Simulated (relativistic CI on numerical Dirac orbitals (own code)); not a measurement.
# Ar XIII (Ar¹²⁺): levels and lines

The task is the spectrum of Ar¹²⁺: levels, purity of their labels, lifetimes and lines; further runs change one setting each.

Program: relativistic CI on numerical Dirac orbitals (own code) version 2. Level of theory: Dirac-Coulomb-Breit CI, KLI orbitals optimised for each configuration, model QED (radiative potential, 1s self-energy scaled to tabulated hydrogen-like ionisation energies). These are calculated values, not measurements, unless marked.

**1. The atom as given**

* ion: Ar¹²⁺ (Ar XIII)
* nuclear charge: 18
* electrons: 6
* isotope: A = 40
* first configuration typed: [He] 2s2 2p2

Outer shells as boxes (Hund's rule):

first configuration typed
```
[He] core
2s [↑↓]
2p [↑ ][↑ ][  ]
```

**2. Base run**

The run's settings:

```ini
atom Ar  Z=18  charge=12  electrons=6
nucleus A=40  rms_radius_fm=3.4274
hamiltonian dirac-coulomb  breit=on  qed=on  c_scale=1
orbitals kli  potential=per-configuration
slater_scale 1
correlation none
mixing on
configurations
  [He] 2s2 2p2
  [He] 2s 2p3
  [He] 2p4
  [He] 2p3 3s
  [He] 2p3 3p
  [He] 2s2 2p 3s
  [He] 2p3 3d
  [He] 2s2 2p 3p
  [He] 2s2 2p 3d
  [He] 2s 2p2 3s
  [He] 2s 2p2 3p
  [He] 2s 2p2 3d
  [He] 2s2 2p 4s
  [He] 2s2 2p 4p
  [He] 2s2 2p 4d
  [He] 2s2 2p 4f
end
```

**3. Without configuration mixing**

Settings: those of step 2 with these lines changed.

```diff
@@ -6,3 +6,3 @@
 correlation none
-mixing on
+mixing off
 configurations
```

**4. Without QED terms**

Settings: those of step 3 with these lines changed.

```diff
@@ -2,3 +2,3 @@
 nucleus A=40  rms_radius_fm=3.4274
-hamiltonian dirac-coulomb  breit=on  qed=on  c_scale=1
+hamiltonian dirac-coulomb  breit=on  qed=off  c_scale=1
 orbitals kli  potential=per-configuration
@@ -6,3 +6,3 @@
 correlation none
-mixing off
+mixing on
 configurations
```

(Steps that only read results are left out.)

Before running it: what results should come out? Wanted: lowest level; first excitation; lowest level of the other parity; fastest E1 line; ionisation energy.

**Answer**, as computed:

| run | time | mean size of shift, levels followed (cm⁻¹) | lowest level | ionisation energy (eV) |
| --- | --- | --- | --- | --- |
| main run | 0.58 s | 0 | 2p2 3P0 | 686.25 |
| without configuration mixing | 0.57 s | 11346 | 2p2 3P0 | - |
| without QED terms | 0.37 s | 586 | 2p2 3P0 | 686.24 |

The semi-empirical ionisation energy (NIST) is 685.5 eV.

| quantity | value |
| --- | --- |
| lowest level | 2p2 3P0 |
| first excitation | 2p2 3P1, 9798.5 cm⁻¹ |
| lowest level of the other parity | 2s 2p3 5S°2, 219602 cm⁻¹ |
| levels in the model | 274 |
| fastest E1 line (by rate) to the lowest level among the lowest 200 of 274 levels | 2.931 nm, from 2p 3d 3D°1 |
| ionisation energy | 686.25 eV |
| ionisation energy, semi-empirical (NIST) | 685.5 eV |

What this shows: 2p2 3P0 comes out lowest; its LS label holds 97 % and its jj label 77 %; over the low levels the means are 98 and 68 %, so LS coupling describes them better. Against the semi-empirical ionisation energy the result lies 0.11 % high. The largest mover is «without configuration mixing» (11346 cm⁻¹ on average). Lifetimes count radiative decay inside the model alone.
